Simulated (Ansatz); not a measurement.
The system is GeSb2Te4.

```
Te Sb Ge
1.0
     2.15929    1.24667   13.22804
    -2.15929    1.24667   13.22804
     0.00000   -2.49333   13.22804
Te Sb Ge
4 2 1
Direct
  0.70897 0.70897 0.70897
  0.29103 0.29103 0.29103
  0.56968 0.56968 0.56968
  0.43032 0.43032 0.43032
  0.85941 0.85941 0.85941
  0.14059 0.14059 0.14059
  0.00000 0.00000 0.00000
```

The cell is a database's computed one.

- Program: Ansatz 0.2.0
- Task: relaxation of cell and atoms
- Functional: LDA
- Potentials or basis: Ansatz PAW
- Cutoff: 420 eV (not typed: the program's choice for these potentials)
- k mesh: 7 × 7 × 7
- Occupations: fermi-dirac, width 0.05 eV
- Spin: no spin polarisation

At the start: volume 30.52 Å³/atom.

Task: Where does the relaxation end?

Result: It ends after 6 steps and the volume is 28.29 Å³/atom (-7.3 %); space group R-3m (No. 166, to 0.05 Å).

Step by step:
```tsv
step	energy change (eV)	largest force (eV/Å)	volume (Å³)
1	0.0000	0.1152	213.65
2	-0.0976	0.4223	189.28
3	-0.1960	0.0679	199.49
4	-0.1990	0.0396	198.29
5	-0.1995	0.0032	198.00
6	-0.1958	0.0031	198.00
```

Final structure:
```
Te Sb Ge
1.0
     2.10831    1.21723   12.85897
    -2.10831    1.21723   12.85897
     0.00000   -2.43447   12.85897
Te Sb Ge
4 2 1
Direct
  0.70816 0.70816 0.70816
  0.29184 0.29184 0.29184
  0.57048 0.57048 0.57048
  0.42952 0.42952 0.42952
  0.85846 0.85846 0.85846
  0.14154 0.14154 0.14154
  0.00000 0.00000 0.00000
```

Caveat: the plane-wave basis is chosen anew once the cell has moved, so the energies of steps on either side of that aren't comparable; the PAW data sets come from PBE, with cores solved anew for the run's functional, which leaves a small shift of forces and pressure.
